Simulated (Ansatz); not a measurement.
Set up this calculation in Ansatz 0.2.0, as the native input.

| Property | Result |
| --- | --- |
| Task | relaxation of cell and atoms |
| Functional | RPBE |
| Potentials or basis | Ansatz PAW |
| Cutoff | 420 eV (not typed: the program's choice for these potentials) |
| k mesh | 5 × 5 × 4 |
| Occupations | fermi-dirac, width 0.05 eV |
| Spin | no spin polarisation |

Ge2Sb2Te5:

```xyz
9
Lattice="6.8391 -3.0660 0.0000 6.8391 3.0660 0.0000 -6.8310 0.0000 6.8476" Properties=species:S:1:pos:R:3 pbc="T T T"
Te    5.4948    0.0000    2.6461
Te    9.5385    0.0000    1.3429
Te    0.0699    0.0000    0.0441
Te   -2.7069    0.0000    5.5452
Te    1.3918    0.0000    4.0888
Sb    8.3181    0.0000    4.0255
Sb   -1.3207    0.0000    2.8579
Ge    2.6055    0.0000    1.2862
Ge    6.7274    0.0000    0.0756
```

The cell comes from a database or a generator and needn't be the stable form of this composition.

The input as run:

input.yaml

```yaml
crystal:
  lattice:
    - [6.839136, -3.066006, 0.0]
    - [6.839136, 3.066006, 0.0]
    - [-6.830977, 0.0, 6.847609]
  atoms:
    - { symbol: Te, position: [0.594702, 0.594702, 0.386433] }
    - { symbol: Te, position: [0.795288, 0.795288, 0.196112] }
    - { symbol: Te, position: [0.008324, 0.008324, 0.006435] }
    - { symbol: Te, position: [0.206519, 0.206519, 0.809803] }
    - { symbol: Te, position: [0.399959, 0.399959, 0.597118] }
    - { symbol: Sb, position: [0.901708, 0.901708, 0.587873] }
    - { symbol: Sb, position: [0.11187, 0.11187, 0.417352] }
    - { symbol: Ge, position: [0.284287, 0.284287, 0.18783] }
    - { symbol: Ge, position: [0.497343, 0.497343, 0.011044] }
hamiltonian:
  xc: rpbe
  pseudopotentials: { kind: paw }
kpoints:
  mp_grid: { grid: [5, 5, 4] }
scf:
  occupations: { method: fermi_dirac, width: 0.05 }
output:
  forces: true
  stress: true
  eigenvalues: true
relax:
  f_tol: 0.01
  max_steps: 40
  cell: { stress_tol: 0.05 }
```

Potentials or basis: Ansatz PAW.

Launch:

```console
$ ansatz run input.yaml --threads 4 --pin off --max-ram 11264MiB --backend cpu --events-out ev --progress --plain --runs-dir out
```

It gave:

```
Relaxed volume                         : 35.54 Å³/atom
Relaxed cell                           : a = 7.792 Å, b = 7.792 Å, c = 10.064 Å, α = 129.69°, β = 129.69°, γ = 46.77°
Space group after relaxing (to 0.05 Å) : Cm (No. 8)
Energy gained by relaxing              : 18.4 meV/atom
Ionic steps                            : 13
Pressure after relaxing                : 0.0 GPa
Largest force after relaxing           : 0.003 eV/Å
Band gap on the k mesh                 : 0.46 eV, indirect (least direct gap 0.53 eV)
```

Caveat: odd divisions of the mesh miss points on the zone boundary, where band edges often lie, so the gap on the mesh can be too wide; the plane-wave basis is chosen anew once the cell has moved, so the energies of steps on either side of that aren't comparable; spin-orbit coupling is left out, which moves the levels of the heavy elements; the PAW data sets come from PBE, with cores solved anew for the run's functional, which leaves a small shift of forces and pressure.

Wall time 6.3 min on 4 threads of Arm Neoverse V2 (shared host), peak memory 1.4 GiB.
